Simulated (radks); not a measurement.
# Ionisation energy and size from Hf⁴⁺ to Au⁴⁺

Aim: how ionisation energy and size change along these elements, and how far this level of theory lands from NIST. Each species and its ion are run in their NIST ground configurations.

Method: scalar-relativistic Kohn-Sham, SCAN, spin-polarised, spherical densities, finite nucleus; open shells are filled with parallel spins first. Code: radks (a radial shooting solver on a logarithmic mesh, Libxc functionals) version 1.

## (1) What is computed

```
species : Hf⁴⁺, Ta⁴⁺, W⁴⁺, Re⁴⁺, Os⁴⁺, Ir⁴⁺, Pt⁴⁺, Au⁴⁺
runs    : 16, each species and its next ion
```

## (2) Hf⁴⁺, [Xe] 4f14

Input:

```text
Z 72
configuration [Xe] 4f14
relativity scalar-relativistic
functional scan,scan
spin polarised
nucleus finite rms 5.347 fm
c 137.035999084
```

## (3) Hf⁵⁺, [Xe] 4f13

Input: that of step 2 with these lines changed.

```diff
@@ -1,3 +1,3 @@
 Z 72
-configuration [Xe] 4f14
+configuration [Xe] 4f13
 relativity scalar-relativistic
```

## (4) Ta⁴⁺, [Xe] 4f14 5d1

Input:

```text
Z 73
configuration [Xe] 4f14 5d1
relativity scalar-relativistic
functional scan,scan
spin polarised
nucleus finite rms 5.3507 fm
c 137.035999084
```

## (5) Ta⁵⁺, [Xe] 4f14

Input: that of step 4 with these lines changed.

```diff
@@ -1,3 +1,3 @@
 Z 73
-configuration [Xe] 4f14 5d1
+configuration [Xe] 4f14
 relativity scalar-relativistic
```

## (6) W⁴⁺, [Xe] 4f14 5d2

Input:

```text
Z 74
configuration [Xe] 4f14 5d2
relativity scalar-relativistic
functional scan,scan
spin polarised
nucleus finite rms 5.3658 fm
c 137.035999084
```

## (7) W⁵⁺, [Xe] 4f14 5d1

Input: that of step 6 with these lines changed.

```diff
@@ -1,3 +1,3 @@
 Z 74
-configuration [Xe] 4f14 5d2
+configuration [Xe] 4f14 5d1
 relativity scalar-relativistic
```

## (8) Re⁴⁺, [Xe] 4f14 5d3

Input:

```text
Z 75
configuration [Xe] 4f14 5d3
relativity scalar-relativistic
functional scan,scan
spin polarised
nucleus finite rms 5.3698 fm
c 137.035999084
```

## (9) Re⁵⁺, [Xe] 4f14 5d2

Input: that of step 8 with these lines changed.

```diff
@@ -1,3 +1,3 @@
 Z 75
-configuration [Xe] 4f14 5d3
+configuration [Xe] 4f14 5d2
 relativity scalar-relativistic
```

## (10) Os⁴⁺, [Xe] 4f14 5d4

Input:

```text
Z 76
configuration [Xe] 4f14 5d4
relativity scalar-relativistic
functional scan,scan
spin polarised
nucleus finite rms 5.4126 fm
c 137.035999084
```

## (11) Os⁵⁺, [Xe] 4f14 5d3

Input: that of step 10 with these lines changed.

```diff
@@ -1,3 +1,3 @@
 Z 76
-configuration [Xe] 4f14 5d4
+configuration [Xe] 4f14 5d3
 relativity scalar-relativistic
```

## (12) Ir⁴⁺, [Xe] 4f14 5d5

Input:

```text
Z 77
configuration [Xe] 4f14 5d5
relativity scalar-relativistic
functional scan,scan
spin polarised
nucleus finite rms 5.4032 fm
c 137.035999084
```

## (13) Ir⁵⁺, [Xe] 4f14 5d4

Input: that of step 12 with these lines changed.

```diff
@@ -1,3 +1,3 @@
 Z 77
-configuration [Xe] 4f14 5d5
+configuration [Xe] 4f14 5d4
 relativity scalar-relativistic
```

## (14) Pt⁴⁺, [Xe] 4f14 5d6

Input:

```text
Z 78
configuration [Xe] 4f14 5d6
relativity scalar-relativistic
functional scan,scan
spin polarised
nucleus finite rms 5.427 fm
c 137.035999084
```

## (15) Pt⁵⁺, [Xe] 4f14 5d5

Input: that of step 14 with these lines changed.

```diff
@@ -1,3 +1,3 @@
 Z 78
-configuration [Xe] 4f14 5d6
+configuration [Xe] 4f14 5d5
 relativity scalar-relativistic
```

## (16) Au⁴⁺, [Xe] 4f14 5d7

Input:

```text
Z 79
configuration [Xe] 4f14 5d7
relativity scalar-relativistic
functional scan,scan
spin polarised
nucleus finite rms 5.4371 fm
c 137.035999084
```

## (17) Au⁵⁺, [Xe] 4f14 5d6

Input: that of step 16 with these lines changed.

```diff
@@ -1,3 +1,3 @@
 Z 79
-configuration [Xe] 4f14 5d7
+configuration [Xe] 4f14 5d6
 relativity scalar-relativistic
```

Q: Predict the outcome of this session. Wanted: for each run, species; configuration; Δ-SCF; NIST; −ε(HOMO); its level; widest level; its <r>.

As calculated:

```csv
species,configuration,Δ-SCF (eV),NIST (eV),−ε(HOMO) (eV),its level,widest level,its <r> (bohr)
Hf⁴⁺,[Xe] 4f14,69.689,68.37 (semi-emp.),58.170,4f,5p,1.30
Ta⁴⁺,[Xe] 4f14 5d1,47.505,48.27 (semi-emp.),41.433,5d,5d,1.72
W⁴⁺,[Xe] 4f14 5d2,50.668,51.6 (semi-emp.),44.294,5d,5d,1.65
Re⁴⁺,[Xe] 4f14 5d3,53.691,52 (theory),47.084,5d,5d,1.59
Os⁴⁺,[Xe] 4f14 5d4,56.668,55 (theory),49.837,5d,5d,1.52
Ir⁴⁺,[Xe] 4f14 5d5,59.609,57 (theory),52.558,5d,5d,1.47
Pt⁴⁺,[Xe] 4f14 5d6,57.207,56 (theory),50.452,5d,5d,1.43
Au⁴⁺,[Xe] 4f14 5d7,60.607,60 (theory),53.479,5d,5d,1.38
```

**Reading.** Reference values: NIST Atomic Spectra Database (exp. measured, semi-emp. semi-empirical, theory a theoretical value adopted there). By these runs, which need not match the measured order, Hf⁴⁺ holds its electron most tightly (69.689 eV) and Ta⁴⁺ least (47.505 eV); the widest outer orbital is the 5d of Ta⁴⁺. The Δ-SCF values miss the measured or semi-empirical entries by -0.5 % in the signed mean; the largest miss is +1.9 % (Hf⁴⁺). For Hf⁴⁺ the highest level isn't the widest one, so −ε(HOMO) and <r> belong to different orbitals, and Δ-SCF follows the ion's typed configuration. Open shells are spherical and high-spin; term and fine-structure splittings are not resolved. Spin-orbit splitting is averaged out at the scalar-relativistic level.
